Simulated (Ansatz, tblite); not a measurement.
# (GaN)12 cage of four- and six-membered rings (Ga₁₂N₁₂): rung by rung

How do method and basis change the picture of (GaN)12 cage of four- and six-membered rings (Ga₁₂N₁₂) (singlet)?

Program: Ansatz 0.2.0, Gaussian basis. Level of theory: as each input shows. These are calculated values, not measurements.

Levels to be run: GFN1-xTB, GFN2-xTB, PBE-D4/def2-TZVP, r2SCAN-D4/def2-TZVP, r2SCAN0-D4/def2-TZVP, PBE-D4/def2-SVP, PBE0-D4/def2-SVP, MP2/def2-SVP.

2 further runs of the same task are left out: 2 set aside as unsound or not needed.

**1. The relaxed structure**

The singlet was relaxed beforehand with PBE-D4/def2-SVP.

24 atoms, charge 0, spin multiplicity 1.

Bond lengths: Ga1–N13 1.906 Å, Ga1–N14 2.020 Å, Ga1–N15 1.914 Å, Ga2–N13 2.020 Å, Ga2–N14 1.906 Å, Ga2–N17 1.914 Å, Ga3–N14 1.906 Å, Ga3–N15 1.981 Å, Ga3–N18 1.876 Å, Ga4–N15 1.876 Å, Ga4–N16 1.926 Å, Ga4–N19 1.900 Å, Ga5–N13 1.906 Å, Ga5–N16 1.876 Å, Ga5–N17 1.981 Å, Ga6–N17 1.876 Å, Ga6–N18 1.926 Å, Ga6–N21 1.900 Å and more. Angles: N13–Ga1–N14 96.6°, N13–Ga1–N15 129.9°, N14–Ga1–N15 94.1°, N13–Ga2–N14 96.6°, N13–Ga2–N17 94.1°, N14–Ga2–N17 129.9°, N14–Ga3–N15 95.6°, N14–Ga3–N18 132.3°, N15–Ga3–N18 117.2°, N15–Ga4–N16 123.4°, N15–Ga4–N19 117.5°, N16–Ga4–N19 114.1°, N13–Ga5–N16 132.3°, N13–Ga5–N17 95.6°, N16–Ga5–N17 117.3°, N17–Ga6–N18 123.4°, N17–Ga6–N21 117.5°, N18–Ga6–N21 114.1° and more.

PBE0-D4/def2-TZVP was run before; its log isn't repeated, and its numbers join the tables.

**2. GFN1-xTB**

Tight binding, by tblite at 300 K electronic temperature and without a spin-polarisation term:

```python
tblite.interface.Calculator('GFN1-xTB', numbers, positions, charge=0, uhf=0).singlepoint()
```

Energy -1462.9005 eV, HOMO -8.30 eV, LUMO -6.56 eV; 0.12 s.

**3. GFN2-xTB**

Tight binding, by tblite at 300 K electronic temperature and without a spin-polarisation term:

```python
tblite.interface.Calculator('GFN2-xTB', numbers, positions, charge=0, uhf=0).singlepoint()
```

Energy -1344.8342 eV, HOMO -11.37 eV, LUMO -10.55 eV; 0.19 s.

**4. PBE-D4/def2-TZVP**

start.molden holds the orbitals of an earlier run on this state, given as this run's starting guess.

in.yaml reads:

```yaml
crystal:
  periodic: [false, false, false]
  atoms:
    - {symbol: Ga, position_ang: [-0.081281, 1.286764, -3.995440]}
    - {symbol: Ga, position_ang: [0.075830, -1.285352, -3.996016]}
    - {symbol: Ga, position_ang: [1.799627, 0.485709, -2.400638]}
    - {symbol: Ga, position_ang: [-0.368139, 1.712127, -0.851448]}
    - {symbol: Ga, position_ang: [-1.802871, -0.484829, -2.398352]}
    - {symbol: Ga, position_ang: [0.366956, -1.711793, -0.852596]}
    - {symbol: Ga, position_ang: [1.712515, 0.367415, 0.850924]}
    - {symbol: Ga, position_ang: [-0.483640, 1.800835, 2.400149]}
    - {symbol: Ga, position_ang: [-1.711342, -0.367719, 0.853138]}
    - {symbol: Ga, position_ang: [0.486916, -1.801686, 2.398838]}
    - {symbol: Ga, position_ang: [-1.283326, -0.079256, 3.996605]}
    - {symbol: Ga, position_ang: [1.288770, 0.077855, 3.994851]}
    - {symbol: N, position_ang: [-1.469244, -0.002019, -4.211809]}
    - {symbol: N, position_ang: [1.463510, 0.003498, -4.213805]}
    - {symbol: N, position_ang: [0.622033, 2.078480, -2.401583]}
    - {symbol: N, position_ang: [-1.881868, 0.521639, -0.817686]}
    - {symbol: N, position_ang: [-0.625324, -2.077675, -2.401502]}
    - {symbol: N, position_ang: [1.880737, -0.521345, -0.820445]}
    - {symbol: N, position_ang: [0.522065, 1.881207, 0.819060]}
    - {symbol: N, position_ang: [-2.076425, 0.623244, 2.403069]}
    - {symbol: N, position_ang: [-0.520932, -1.881495, 0.819081]}
    - {symbol: N, position_ang: [2.079703, -0.624097, 2.400005]}
    - {symbol: N, position_ang: [0.000109, 1.465639, 4.213079]}
    - {symbol: N, position_ang: [0.005620, -1.467134, 4.212541]}
basis:
  gaussian: {orbitals: def2-TZVP, fitting: {mean_field: def2-universal-jkfit}, initial_orbitals: start.molden}
hamiltonian: {xc: pbe, dispersion: d4}
scf: {omitted_lower_state_checks: [starts]}
output: {forces: true, orbitals: {seedname: orbitals}}
```

Launch:

```console
$ ansatz run in.yaml --threads 4 --pin off --events-out ev --progress --plain --max-ram 66560MiB --backend cuda --devices 0, --max-vram 37GiB
```

After this run come: r2SCAN-D4/def2-TZVP; r2SCAN0-D4/def2-TZVP; PBE-D4/def2-SVP; PBE0-D4/def2-SVP; MP2/def2-SVP.

Q: Predict the results of all the runs planned. Wanted: gap in def2-TZVP, named functionals, smallest and largest; correlation energy, MP2/def2-SVP; binding an atom, functionals in def2-TZVP; PBE0 total energy, smallest basis above largest.

As calculated:

| quantity | value |
| --- | --- |
| gap in def2-TZVP, named functionals, smallest and largest | 0.94 eV (PBE-D4), 3.04 eV (r2SCAN0-D4) |
| correlation energy, MP2/def2-SVP | -125.03 eV |
| binding an atom, functionals in def2-TZVP | 3.28 (r2SCAN0-D4) to 3.68 eV (PBE-D4) |
| PBE0 total energy, smallest basis above largest | 101.09 eV (def2-SVP, def2-TZVP) |

What this shows: Over the named functionals in def2-TZVP the gap runs from 0.94 eV (PBE-D4) to 3.04 eV (r2SCAN0-D4); exact exchange widens it.
